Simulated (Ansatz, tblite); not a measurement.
# Sn(SiH3)H3 (SiSnH₆): which spin state is lowest

Is the singlet the ground state of Sn(SiH3)H3 (SiSnH₆)? Other spin states are computed and compared level by level.

Method: as each input shows; program: Ansatz 0.2.0, Gaussian basis.

The runs, in order: triplet, at the geometry of the singlet (GFN1-xTB, GFN2-xTB, PBE0-D4/def2-TZVP, PBE-D4/def2-TZVP, r2SCAN-D4/def2-TZVP); the singlet's energies come from earlier runs.

1 further run of the same task is left out (set aside as unsound or not needed).

### 1 The geometry

The singlet was relaxed beforehand with PBE-D4/def2-TZVP.

8 atoms, charge 0, spin multiplicity 1.

Bond lengths: Sn1–Si2 2.575 Å, Sn1–H6 1.721 Å, Sn1–H7 1.721 Å, Sn1–H8 1.721 Å, Si2–H3 1.496 Å, Si2–H4 1.496 Å, Si2–H5 1.496 Å. Angles: Si2–Sn1–H6 110.9°, Si2–Sn1–H7 110.9°, Si2–Sn1–H8 110.9°, H6–Sn1–H7 108.0°, H6–Sn1–H8 108.0°, H7–Sn1–H8 108.0°, Sn1–Si2–H3 110.2°, Sn1–Si2–H4 110.2°, Sn1–Si2–H5 110.2°, H3–Si2–H4 108.7°, H3–Si2–H5 108.7°, H4–Si2–H5 108.7°.

Sn takes a core potential in the def2 sets. No spin-orbit coupling is included.

### 2 Triplet at the fixed geometry, GFN1-xTB

Tight binding, by tblite at 300 K electronic temperature and without a spin-polarisation term:

```python
tblite.interface.Calculator('GFN1-xTB', numbers, positions, charge=0, uhf=2).singlepoint()
```

Energy -200.6003 eV; 0.003 s.

### 3 Triplet at the fixed geometry, GFN2-xTB

Tight binding, by tblite at 300 K electronic temperature and without a spin-polarisation term:

```python
tblite.interface.Calculator('GFN2-xTB', numbers, positions, charge=0, uhf=2).singlepoint()
```

Energy -182.2457 eV; 0.002 s.

### 4 Triplet at the fixed geometry, PBE0-D4/def2-TZVP

Contents of in.yaml:

```yaml
crystal:
  periodic: [false, false, false]
  atoms:
    - {symbol: Sn, position_ang: [-0.003357, 0.007971, -1.250934]}
    - {symbol: Si, position_ang: [0.003543, -0.008427, 1.323572]}
    - {symbol: H, position_ang: [0.802810, 1.143263, 1.845202]}
    - {symbol: H, position_ang: [0.606244, -1.280154, 1.830305]}
    - {symbol: H, position_ang: [-1.394249, 0.101744, 1.844488]}
    - {symbol: H, position_ang: [1.602220, -0.022632, -1.868745]}
    - {symbol: H, position_ang: [-0.778701, 1.421006, -1.853169]}
    - {symbol: H, position_ang: [-0.838511, -1.362761, -1.870708]}
basis:
  gaussian: {orbitals: def2-TZVP}
magnetization: {spin_polarized: true, initial_magnetization: 2}
hamiltonian: {xc: pbe0, dispersion: d4}
scf: {omitted_lower_state_checks: [starts]}
output: {orbitals: {seedname: orbitals}}
```

On the command line:

```console
ansatz run in.yaml --threads 4 --pin off --events-out ev --progress --plain --max-ram 3916MiB
```

The log of the run:

```text
Functional definition: PBE0
  name "PBE0"
  cite "Adamo & Barone, J. Chem. Phys. 110, 6158 (1999) doi:10.1063/1.478522"
  cite "Perdew, Burke & Ernzerhof, Phys. Rev. Lett. 77, 3865 (1996) doi:10.1103/PhysRevLett.77.3865"
  parent pbe
  parameter a = 0.25
  parameter kappa = 0.804
  parameter beta = 0.06672455060314922
  exchange = (1 - a)*pbe_x(kappa = kappa, mu = beta*pi^2/3) + a*exact_x
  correlation = pbe_c(beta = beta)
these checks for a lower state are left out or cut short: starts
993 factors; their error is unknown
mean field evaluation 1: about -13796.4731 eV, gradient 9.5e0 eV
mean field evaluation 2: about -13796.8801 eV, gradient 6.9e0 eV
mean field evaluation 4: about -13797.1055 eV, gradient 4.1e-1 eV
mean field evaluation 8: about -13797.2205 eV, gradient 1.7e-1 eV
mean field evaluation 16: about -13797.2209 eV, gradient 2.8e-4 eV
mean field -13797.22090489 eV, -507.0385161626 hartree, gradient 6.8e-6 eV, S^2 2.004704; 0 other end points of the search recorded, 0 dependent functions left out
reference -13797.22095201 eV, -507.0385178943 hartree; 22, 20 occupied and 101, 103 virtual orbitals, 993 factors
Total energy: -13797.33904173 eV, -507.0428576113 hartree
Checks for a lower state left out: starts
```

Run time: 4.3 s. Hardware: 4 threads of Arm Neoverse V2, shared host.

HOMO -2.42 eV, LUMO -6.19 eV (over both spins; with the spin held, an empty level of the minority spin lies below the top filled one); ⟨S²⟩ 2.005 (pure: 2.00).

### 5 Triplet at the fixed geometry, PBE-D4/def2-TZVP

start.molden holds the orbitals of an earlier run on this state, given as this run's starting guess.

Changes to in.yaml since step 4:

```diff
@@ -12,5 +12,5 @@
 basis:
-  gaussian: {orbitals: def2-TZVP}
+  gaussian: {orbitals: def2-TZVP, initial_orbitals: start.molden}
 magnetization: {spin_polarized: true, initial_magnetization: 2}
-hamiltonian: {xc: pbe0, dispersion: d4}
+hamiltonian: {xc: pbe, dispersion: d4}
 scf: {omitted_lower_state_checks: [starts]}
```

Launched as before.

The log of the run:

```text
Functional definition: PBE
  name "PBE"
  cite "Perdew, Burke & Ernzerhof, Phys. Rev. Lett. 77, 3865 (1996) doi:10.1103/PhysRevLett.77.3865"
  parent pbe
  parameter kappa = 0.804
  parameter beta = 0.06672455060314922
  exchange = pbe_x(kappa = kappa, mu = beta*pi^2/3)
  correlation = pbe_c(beta = beta)
these checks for a lower state are left out or cut short: starts
904 factors; their error is unknown
mean field evaluation 1: about -13796.1432 eV, gradient 5.3e0 eV
mean field evaluation 2: about -13796.2240 eV, gradient 1.4e-1 eV
mean field evaluation 4: about -13796.2130 eV, gradient 6.3e-3 eV
mean field -13796.21297385 eV, -507.0014753799 hartree, gradient 1.5e-5 eV, S^2 2.004002; 0 other end points of the search recorded, 0 dependent functions left out
reference -13796.21303616 eV, -507.0014776697 hartree; 22, 20 occupied and 101, 103 virtual orbitals, 904 factors
Total energy: -13796.35162269 eV, -507.0065706309 hartree
Checks for a lower state left out: starts
```

Run time: 1.5 s. Hardware: 4 threads of Arm Neoverse V2, shared host.

HOMO -1.86 eV, LUMO -7.00 eV (over both spins; with the spin held, an empty level of the minority spin lies below the top filled one); ⟨S²⟩ 2.004 (pure: 2.00).

### 6 Triplet at the fixed geometry, r2SCAN-D4/def2-TZVP

Changes to in.yaml since step 5:

```diff
@@ -14,3 +14,3 @@
 magnetization: {spin_polarized: true, initial_magnetization: 2}
-hamiltonian: {xc: pbe, dispersion: d4}
+hamiltonian: {xc: r2scan, dispersion: d4}
 scf: {omitted_lower_state_checks: [starts]}
```

The command is unchanged.

The log of the run:

```text
Functional definition: r2SCAN
  name "r2SCAN"
  cite "Furness, Kaplan, Ning, Perdew & Sun, J. Phys. Chem. Lett. 11, 8208 (2020) doi:10.1021/acs.jpclett.0c02405"
  cite "Furness, Kaplan, Ning, Perdew & Sun, J. Phys. Chem. Lett. 11, 9248 (2020) doi:10.1021/acs.jpclett.0c03077"
  parent r2scan
  parameter k0 = 0.174
  parameter k1 = 0.065
  parameter a1 = 4.9479
  exchange = r2scan_x(k0 = k0, k1 = k1, a1 = a1)
  correlation = r2scan_c
these checks for a lower state are left out or cut short: starts
904 factors; their error is unknown
mean field evaluation 1: about -13801.9490 eV, gradient 4.1e0 eV
mean field evaluation 2: about -13801.9903 eV, gradient 7.1e-2 eV
mean field evaluation 4: about -13801.9810 eV, gradient 3.8e-3 eV
mean field evaluation 8: about -13801.9810 eV, gradient 2.7e-5 eV
mean field -13801.98103620 eV, -507.2134477617 hartree, gradient 8.8e-6 eV, S^2 2.007998; 0 other end points of the search recorded, 0 dependent functions left out
reference -13801.98106107 eV, -507.2134486756 hartree; 22, 20 occupied and 101, 103 virtual orbitals, 904 factors
Total energy: -13802.01308704 eV, -507.2146256082 hartree
Checks for a lower state left out: starts
```

Run time: 7.5 s. Hardware: 4 threads of Arm Neoverse V2, shared host.

From the report: HOMO -1.94 eV, LUMO -6.78 eV (over both spins; with the spin held, an empty level of the minority spin lies below the top filled one); ⟨S²⟩ 2.008 (pure: 2.00).

### 7 Triplet less singlet, vertical

The singlet's energies are those of its earlier runs, whose logs aren't repeated here.

| level | triplet less singlet, vertical (kJ/mol) | time |
| --- | --- | --- |
| GFN1-xTB | +510.7 | 0.007 s |
| GFN2-xTB | +439.3 | 0.004 s |
| PBE-D4/def2-TZVP | +542.0 | 2.1 s |
| r2SCAN-D4/def2-TZVP | +560.6 | 9 s |
| PBE0-D4/def2-TZVP | +569.3 | 5.7 s |

Times add the two runs; a level without a time comes out of a correlated run. Tight binding without a spin term can't rank spin states.

### 8 What came out

| quantity | value |
| --- | --- |
| triplet less singlet, vertical, functionals in def2-TZVP | +542.0 (PBE-D4) to +569.3 kJ/mol (PBE0-D4) |

In words: All functionals put the triplet above the singlet, over a spread of 27.3 kJ/mol. The checks for a lower triplet were left out, so another state of that spin may lie lower. These are electronic energies, without zero-point motion, entropy or surroundings.
